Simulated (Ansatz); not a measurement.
# W6Cl in Ansatz: reference runs

Reference runs on W6Cl: the cell as given.

Program: Ansatz 0.2.0. These are calculated values, not measurements. Logs are shortened: lines on timing, memory, paths and dates and some standing lists are left out, and cuts for length are marked.

### 1 The cell of the first run

The cell holds a slab with vacuum, 14 atoms: a = 5.533 Å, b = 5.533 Å, c = 24.516 Å, α = 90.00°, β = 90.00°, γ = 109.47°.

### 2 Single point, PBE

Input file input.yaml:

```yaml
crystal:
  lattice:
    - [5.5332095099, 0.0, 0.0]
    - [-1.84440317, 5.2167599549, 0.0]
    - [0.0, 0.0, 24.5159466464]
  atoms:
    - { symbol: W, position: [0.25, 0.25, 0.3263182171] }
    - { symbol: W, position: [0.25, 0.75, 0.3263182171] }
    - { symbol: W, position: [0.75, 0.25, 0.3263182171] }
    - { symbol: W, position: [0.75, 0.75, 0.3263182171] }
    - { symbol: W, position: [0.5, 0.5, 0.418459196] }
    - { symbol: W, position: [0.5, 0.0, 0.418459196] }
    - { symbol: W, position: [0.0, 0.5, 0.418459196] }
    - { symbol: W, position: [0.0, 0.0, 0.418459196] }
    - { symbol: W, position: [0.75, 0.75, 0.5106001749] }
    - { symbol: W, position: [0.75, 0.25, 0.5106001749] }
    - { symbol: W, position: [0.25, 0.75, 0.5106001749] }
    - { symbol: W, position: [0.25, 0.25, 0.5106001749] }
    - { symbol: Cl, position: [0.9166666667, 0.5833333333, 0.6166535955] }
    - { symbol: Cl, position: [0.9166666667, 0.5833333333, 0.6981556492] }
hamiltonian:
  xc: pbe
  pseudopotentials: { kind: paw }
kpoints:
  mp_grid: { grid: [5, 5, 1] }
scf:
  occupations: { method: fermi_dirac, width: 0.05 }
output:
  forces: true
  eigenvalues: true
efield:
  axis: 3
  dipole_correction: true
  ramp_width: 0.04
```

Potentials or basis: Ansatz PAW.

Started as:

```
ansatz run input.yaml --threads 4 --pin off --max-ram 11264MiB --backend cpu --events-out ev --progress --plain --runs-dir out
```

What it wrote:

```text
Warning: RAYON_NUM_THREADS=4 ignored (pool sized by the plan → 4); use --threads N
Engine: ansatz 0.2.0, aarch64-unknown-linux-gnu
Pseudopotentials: kind: paw
Pseudopotential: W, paw, valence charge 14, recommended cutoff 420 eV (normal), W.paw.azcp
Pseudopotential: Cl, paw, valence charge 7, recommended cutoff 420 eV (normal), Cl.paw.azcp
Functional definition: PBE
  parameter kappa = 0.804
  parameter beta = 0.06672455060314922
  exchange = pbe_x(kappa = kappa, mu = beta*pi^2/3)
  correlation = pbe_c(beta = beta)
Crystal: 14 atoms, lattice volume = 707.663 Å³
Basis set: ecut = 420 eV, 13797 PW (Γ), exchange–correlation on 80×80×360 points (8 copies of the dense FFT grid, shifted against one another)
Bands: 110, of which v1, the nominal top of the filled ones, is band 91 counted from 1 (90 counted from 0)
Symmetry: 2 space group operations
Space group: Cm (ITA 8), of the structure as read, at distance tolerance 8.9e-5 Å
k-points: 9 of 25 (time reversal used)
Non-local potential: W, projectors of the file, l = 0: 3, l = 1: 2, l = 2: 2, l = 3: 1
Non-local potential: Cl, projectors of the file, l = 0: 2, l = 1: 2, l = 2: 2
PAW form: soft (Blöchl's): semilocal exchange-correlation on the pseudo side does not see the compensation charge
PAW one-centre angular grid: W, 590 points (default); XC on 64 Gauss nodes
PAW one-centre angular grid: Cl, 110 points (default); XC on 64 Gauss nodes
Initial density: superposition of atomic densities (neutral atoms: chi_scale 0, normalization atom), corrected by the library's trained network
Initial wavefunctions: pseudopotential atomic-orbital guess
Functional: x = pbe(κ = 0.804, μ = 0.2195149727645171), c = pbe(β = 0.06672455060314922)
SCF iter   1: F=—  HF=-126765.228330 eV  |F-HF|=—  |Δ(HF+E_count)|=         —  Δρ=7.64e-3  dr2=2.69e0  ethr=1.77e-3  p=-0.132 e·Å  D=-3.38e-2 V/Å  ΔV_dip=0.83 eV  dr2_dipole=1.58e-1  V_vac-E_F(+/−)=5.97/5.15 eV  ⟨swp⟩=10.1  Hψ=5121  notcnv=0  defer=6
efield: sawtooth ramp at fractional position 0.9922 (placed from the atoms, in the widest stretch of the axis that holds none; the zero of the levels goes with the place), width 0.0400; the density the first Hamiltonian is built on has a dipole p = -0.132 e·Å; the dipole correction subtracts the counter field D = -3.38e-2 V/Å, which shifts the + side's vacuum level by +0.83 eV against the − side's; the planar-averaged density in the ramp window peaks in size at 2.4e-5 e/Å³
preconditioner: auto → LDOS  [metal: Δε(μ)=0.008 eV  Ē_g=5.003 eV  σ=0.050 eV  W_gap=0.04  n_scr=116 (ndim 8)  ℏωp=12.9 eV  f_vac=0.579  D(μ)=14.55/eV (n_scr^D=80)  β→1.0]
SCF iter   2: F=—  HF=-126765.062073 eV  |F-HF|=—  |Δ(HF+E_count)|=   1.66e-1  Δρ=2.65e-3  dr2=7.84e-2  ethr=1.48e-3  p=-0.138 e·Å  D=-3.52e-2 V/Å  ΔV_dip=0.86 eV  dr2_dipole=1.51e-5  V_vac-E_F(+/−)=5.83/4.97 eV  ⟨swp⟩=2.4  Hψ=1257  notcnv=0  defer=39
SCF iter   3: F=—  HF=-126765.061502 eV  |F-HF|=—  |Δ(HF+E_count)|=   5.71e-4  Δρ=4.43e-4  dr2=4.77e-3  ethr=4.31e-5  p=-0.134 e·Å  D=-3.43e-2 V/Å  ΔV_dip=0.84 eV  dr2_dipole=1.60e-4  V_vac-E_F(+/−)=5.79/4.95 eV  ⟨swp⟩=2.4  Hψ=1632  notcnv=0  defer=42
SCF iter   4: F=—  HF=-126765.061733 eV  |F-HF|=—  |Δ(HF+E_count)|=   2.31e-4  Δρ=1.48e-4  dr2=3.47e-4  ethr=2.62e-6  p=-0.136 e·Å  D=-3.48e-2 V/Å  ΔV_dip=0.85 eV  dr2_dipole=7.61e-6  V_vac-E_F(+/−)=5.78/4.93 eV  ⟨swp⟩=2.1  Hψ=1337  notcnv=0  defer=42
SCF iter   5: F=—  HF=-126765.061782 eV  |F-HF|=—  |Δ(HF+E_count)|=   4.94e-5  Δρ=7.47e-5  dr2=1.40e-4  ethr=1.91e-7  p=-0.136 e·Å  D=-3.49e-2 V/Å  ΔV_dip=0.85 eV  dr2_dipole=1.39e-6  V_vac-E_F(+/−)=5.78/4.92 eV  ⟨swp⟩=3.2  Hψ=1998  notcnv=0  defer=42
SCF iter   6: F=—  HF=-126765.061771 eV  |F-HF|=—  |Δ(HF+E_count)|=   1.16e-5  Δρ=1.90e-5  dr2=1.09e-5  ethr=7.68e-8  p=-0.137 e·Å  D=-3.50e-2 V/Å  ΔV_dip=0.86 eV  dr2_dipole=2.81e-7  V_vac-E_F(+/−)=5.78/4.92 eV  ⟨swp⟩=2.6  Hψ=1622  notcnv=0  defer=42
SCF iter   7: F=—  HF=-126765.061776 eV  |F-HF|=—  |Δ(HF+E_count)|=   5.10e-6  Δρ=7.88e-6  dr2=1.04e-6  ethr=5.98e-9  p=-0.137 e·Å  D=-3.51e-2 V/Å  ΔV_dip=0.86 eV  dr2_dipole=6.04e-10  V_vac-E_F(+/−)=5.78/4.92 eV  ⟨swp⟩=2.7  Hψ=1609  notcnv=0  defer=42
SCF iter   8: F=—  HF=-126765.061776 eV  |F-HF|=—  |Δ(HF+E_count)|=   4.53e-7  Δρ=2.92e-6  dr2=1.55e-7  ethr=5.49e-11  p=-0.137 e·Å  D=-3.51e-2 V/Å  ΔV_dip=0.86 eV  dr2_dipole=2.09e-10  V_vac-E_F(+/−)=5.78/4.92 eV  ⟨swp⟩=17.0  Hψ=5209  notcnv=0
SCF iter   9: F=-126765.061776 eV  HF=-126765.061776 eV  |F-HF|=3.47e-8  |Δ(HF+E_count)|=   5.73e-8  Δρ=1.02e-6  dr2=8.43e-9  ethr=5.49e-11  p=-0.137 e·Å  D=-3.51e-2 V/Å  ΔV_dip=0.86 eV  dr2_dipole=5.03e-11  V_vac-E_F(+/−)=5.78/4.92 eV  ⟨swp⟩=5.0  Hψ=3310  notcnv=0
SCF 1 converged in 9 iterations: F = -126765.061776 eV  dr2 = 8.43e-9
SCF converged after 9 iterations
Free energy (F): -126765.061776 eV
Harris-Foulkes:  -126765.061776 eV  (|F-HF|=3.47e-8)
Internal energy: -126764.945273 eV  (E = F + TS)
E sigma→0 (E₀):  -126765.003525 eV
Entropy (-TS):   -0.116503 eV (-8.322 meV/atom)
Fermi energy:    2.846986 eV
Dipole field:    D = -0.035154 V/Å  (p = -0.137478 e·Å, saw-weighted, corrected)
Work function:   Φ+ = 5.7770 eV   Φ− = 4.9151 eV
Levels:          The Fermi level and band energies are counted from a zero that moves with the ramp; work functions are not
--- Per-component energies (eV) ---
  E_band       = -4311.123726
  E_kinetic    = 5674.125279
  E_local      = -201650.593353  (includes V_loc(G=0)·N_el)
  E_nonlocal   = 71.728770
  E_hartree    = 98086.279419
  E_xc         = -3392.806613
  E_vxc        = -3076.693658  (∫ρ·V_xc dr)
  E_paw        = -104066.173140  (= ΣΔE_a)
  E_vpaw       = -1490.429976  (= ΣTr[D̂ρ^β])
  E_aug_tail   = -0.000556  (compensation charges beyond the density's cutoff)
  E_efield     = 0.002416  (sawtooth field / dipole correction)
  E_vefield    = -11.821366  (∫n·V_field dr)
  E_ewald      = 78512.492504
  E_smearing   = -0.116503  (= −TS)
  E_closure    = 0.000000  (closes the sum)
  Σ components = -126765.061776   (vs F -126765.061776, Δ=0.00e0)
--- Forces (eV/Å), atoms counted from 1 ---
  atom   1  W     -0.01625613     0.01149482     0.68590039
  atom   2  W     -0.00082870     0.02611119     0.77403060
  atom   3  W     -0.02489410    -0.00792242     0.77403060
  atom   4  W      0.00118765    -0.00083979     0.71511103
  atom   5  W     -0.00839945     0.02935333     0.11426746
  atom   6  W      0.02402377    -0.01698737    -0.06311260
  atom   7  W      0.00470597    -0.00332762    -0.01922586
  atom   8  W     -0.03047440    -0.00186537     0.11426746
  atom   9  W     -0.10742338     0.07595980    -0.40008162
  atom  10  W      0.02379266    -0.01107666    -0.48580329
  atom  11  W      0.01837406    -0.01873971    -0.48580329
  atom  12  W      0.04472859    -0.03162789    -1.00907409
  atom  13  Cl     0.16717308    -0.11820922    -3.45915376
  atom  14  Cl    -0.09570762     0.06767550     2.74456428
  max |Σ_I F_I| component: 8.27e-5 eV/Å
--- Band table (eV; the first three rows and the last of 9) ---
  k-point 0: bands = ["-71.2963", "-71.2295", "-71.2253", "-71.1876", "-71.1042", "-71.0783", "-71.0591", "-71.0376", "-71.0264", "-71.0228", "-71.0005", "-70.9782", "-36.0809", "-36.0800", "-36.0699", "-35.9229", "-35.8295", "-35.8252", "-35.6870", "-35.6748", "-35.6496", "-35.6432", "-35.6377", "-35.6255", "-35.5010", "-35.4087", "-35.3960", "-35.3610", "-35.3604", "-35.3299", "-35.3058", "-35.2701", "-35.2662", "-35.2462", "-35.2346", "-35.0921", "-35.0590", "-35.0577", "-35.0453", "-35.0280", "-34.8974", "-34.8406", "-34.8248", "-34.8184", "-34.7822", "-34.7785", "-34.7070", "-34.6820", "-15.1596", "-11.0199", "-5.7195", "-4.1387", "-3.4493", "-2.9425", "-2.6455", "-2.6259", "-2.5756", "-2.3704", "-2.3333", "-2.0306", "-1.9745", "-1.8532", "-1.7911", "-1.2342", "-1.2174", "-1.2064", "-0.2862", "-0.2792", "-0.1999", "-0.1196", "-0.1148", "0.0044", "0.2122", "0.2459", "0.3604", "0.8267", "0.9290", "0.9310", "1.3883", "1.4290", "1.4418", "1.4934", "1.6870", "2.3461", "2.5677", "2.7199", "2.8428", "2.8951", "3.0879", "3.4207", "3.5435", "3.9281", "4.0998", "4.1792", "4.3303", "4.3642", "4.5821", "4.8660", "4.8787", "4.8937", "5.0386", "5.0454", "5.0767", "5.0786", "5.1741", "5.2011", "5.2985", "5.3988", "5.5957", "5.6548"]
  k-point 1: bands = ["-71.2898", "-71.2345", "-71.2233", "-71.1914", "-71.0990", "-71.0732", "-71.0604", "-71.0371", "-71.0301", "-71.0199", "-71.0047", "-70.9826", "-36.0568", "-36.0252", "-36.0088", "-35.8986", "-35.8065", "-35.7886", "-35.6928", "-35.6632", "-35.6346", "-35.6129", "-35.5913", "-35.5702", "-35.5258", "-35.4418", "-35.4215", "-35.3841", "-35.3581", "-35.3280", "-35.3047", "-35.2562", "-35.2441", "-35.2248", "-35.2044", "-35.1256", "-35.1058", "-35.0714", "-35.0654", "-35.0498", "-34.9188", "-34.8918", "-34.8861", "-34.8445", "-34.8172", "-34.7802", "-34.7452", "-34.7209", "-15.1591", "-11.0187", "-5.3924", "-4.0527", "-3.1989", "-2.7824", "-2.6136", "-2.3414", "-2.3192", "-2.2672", "-2.1238", "-1.9004", "-1.8362", "-1.7996", "-1.7088", "-1.2314", "-0.9144", "-0.8378", "-0.1561", "-0.1390", "-0.1334", "-0.0100", "0.0064", "0.0271", "0.2175", "0.3151", "0.4314", "0.8285", "0.8840", "0.9084", "1.1083", "1.1481", "1.1745", "1.4330", "1.7534", "2.1999", "2.2951", "2.4380", "2.4638", "2.6510", "2.8909", "3.0557", "3.1397", "3.1814", "3.5555", "3.7119", "4.0506", "4.3927", "4.4668", "4.5139", "4.5415", "4.6130", "4.8277", "4.9054", "4.9739", "5.0448", "5.1390", "5.2047", "5.2644", "5.3926", "5.4485", "5.6198"]
  k-point 2: bands = ["-71.2728", "-71.2514", "-71.2139", "-71.2011", "-71.0858", "-71.0699", "-71.0599", "-71.0434", "-71.0300", "-71.0152", "-71.0086", "-70.9943", "-35.9994", "-35.9637", "-35.8350", "-35.8275", "-35.7697", "-35.7529", "-35.6948", "-35.6873", "-35.6321", "-35.6274", "-35.5234", "-35.5060", "-35.4617", "-35.4515", "-35.3981", "-35.3755", "-35.3336", "-35.3019", "-35.2912", "-35.2692", "-35.2368", "-35.2199", "-35.1983", "-35.1783", "-35.1533", "-35.1058", "-35.0806", "-35.0550", "-35.0498", "-35.0430", "-34.9991", "-34.9854", "-34.8075", "-34.7851", "-34.7771", "-34.7639", "-15.1582", "-11.0167", "-4.5394", "-3.9667", "-3.4324", "-2.5718", "-2.1942", "-1.9181", "-1.8926", "-1.7711", "-1.6406", "-1.5973", "-1.5750", "-1.5208", "-1.2615", "-1.2572", "-0.5831", "-0.1276", "-0.1209", "-0.0565", "-0.0374", "-0.0325", "0.0018", "0.1283", "0.2654", "0.6009", "0.6253", "0.7636", "0.8178", "0.9134", "0.9961", "1.0262", "1.0635", "1.3433", "1.5608", "1.6724", "1.7050", "1.7802", "1.9035", "1.9441", "2.0781", "2.5851", "2.7472", "2.8731", "3.1720", "3.2163", "3.5210", "3.6019", "3.8021", "4.1344", "4.2188", "4.4618", "4.5072", "4.5278", "4.6261", "4.7016", "4.7925", "4.8563", "4.9177", "4.9951", "5.0931", "5.3024"]
  k-point 8: bands = ["-71.2591", "-71.2297", "-71.2279", "-71.2226", "-71.0716", "-71.0590", "-71.0443", "-71.0404", "-71.0304", "-71.0264", "-71.0228", "-71.0128", "-35.8565", "-35.8553", "-35.8257", "-35.7392", "-35.7327", "-35.6863", "-35.6838", "-35.5304", "-35.5087", "-35.5046", "-35.4981", "-35.4012", "-35.3965", "-35.3958", "-35.3821", "-35.3740", "-35.3679", "-35.3557", "-35.3393", "-35.3275", "-35.2096", "-35.2035", "-35.1782", "-35.1755", "-35.1667", "-35.1141", "-35.1028", "-35.0973", "-35.0950", "-35.0533", "-35.0459", "-35.0404", "-35.0114", "-35.0064", "-35.0052", "-34.9791", "-15.1571", "-11.0147", "-4.1876", "-3.8632", "-2.8381", "-2.1710", "-2.0307", "-1.9954", "-1.9022", "-1.8586", "-1.5110", "-1.4586", "-1.2847", "-1.2311", "-1.2151", "-0.3253", "-0.3244", "-0.2630", "0.0971", "0.0991", "0.1357", "0.1679", "0.2776", "0.7258", "0.7852", "0.7942", "0.9884", "1.0543", "1.0664", "1.1372", "1.2858", "1.2987", "1.5261", "1.5442", "1.6199", "1.7592", "1.8471", "1.9772", "2.0539", "2.1242", "2.2139", "2.3644", "2.6410", "2.6728", "2.7085", "2.7880", "2.9650", "3.1481", "3.1820", "3.3465", "3.5513", "3.6523", "3.8603", "3.9757", "3.9883", "4.2438", "4.3080", "4.4279", "4.5296", "4.6646", "5.0670", "5.3338"]
```

Wall time 17 s (4 threads of Arm Neoverse V2, shared host); peak memory 1.8 GiB.

Results:

| Item | Value |
| --- | --- |
| Free energy | -126765.0618 eV |
| Largest force | 3.465 eV/Å |
| Band gap on the k mesh | none (metal or under the smearing width) |
| Work function of the upper face | 5.78 eV |
| Work function of the lower face | 4.92 eV |
| Dipole across the slab | -0.137 e·Å |

Forces on the atoms (eV/Å):
```
W   -0.016  0.011  0.686
W   -0.001  0.026  0.774
W   -0.025 -0.008  0.774
W    0.001 -0.001  0.715
W   -0.008  0.029  0.114
W    0.024 -0.017 -0.063
W    0.005 -0.003 -0.019
W   -0.030 -0.002  0.114
W   -0.107  0.076 -0.400
W    0.024 -0.011 -0.486
W    0.018 -0.019 -0.486
W    0.045 -0.032 -1.009
Cl   0.167 -0.118 -3.459
Cl  -0.096  0.068  2.745
```

Caveat: the cell was measured hot, at 2171 K. Spin-orbit coupling is left out, which matters for the levels of W.
